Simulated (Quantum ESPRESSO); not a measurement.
Input of a Quantum ESPRESSO 7.5 run:

pw.in

```
&CONTROL
  calculation = 'scf'
  prefix = 'pwscf'
  outdir = './tmp'
  pseudo_dir = './pseudo'
  tprnfor = .true.
  tstress = .true.
  disk_io = 'nowf'
/
&SYSTEM
  ibrav = 0
  nat = 3
  ntyp = 2
  ecutwfc = 45
  ecutrho = 360
  nbnd = 20
  occupations = 'smearing'
  smearing = 'mp'
  degauss = 0.00734986
/
&ELECTRONS
  conv_thr = 6d-10
  electron_maxstep = 120
  mixing_beta = 0.5
/
ATOMIC_SPECIES
Ni    58.6934 ni_pbesol_v1.4.uspp.F.UPF
Si    28.0850 si_pbesol_v1.uspp.F.UPF
CELL_PARAMETERS angstrom
   0.0000000000    2.6706180600    2.6973777600
   2.6706180600    0.0000000000    2.6973777600
   2.6706180600    2.6706180600    0.0000000000
ATOMIC_POSITIONS crystal
Ni     0.0000000000    0.0000000000    0.0000000000
Si     0.2500000000    0.2500000000    0.2500000000
Si     0.7500000000    0.7500000000    0.7500000000
K_POINTS automatic
16 16 16 0 0 0
```

Potentials or basis: GBRV 1.5 PBEsol.

Command:

```sh
$ OMP_NUM_THREADS=1 pw.x -in pw.in > pw.out
```

(1) Estimate the pressure.

(2) Estimate the band gap on the k mesh.

## Answers

(1) 3.0 GPa.

(2) none (metal or under the smearing width).
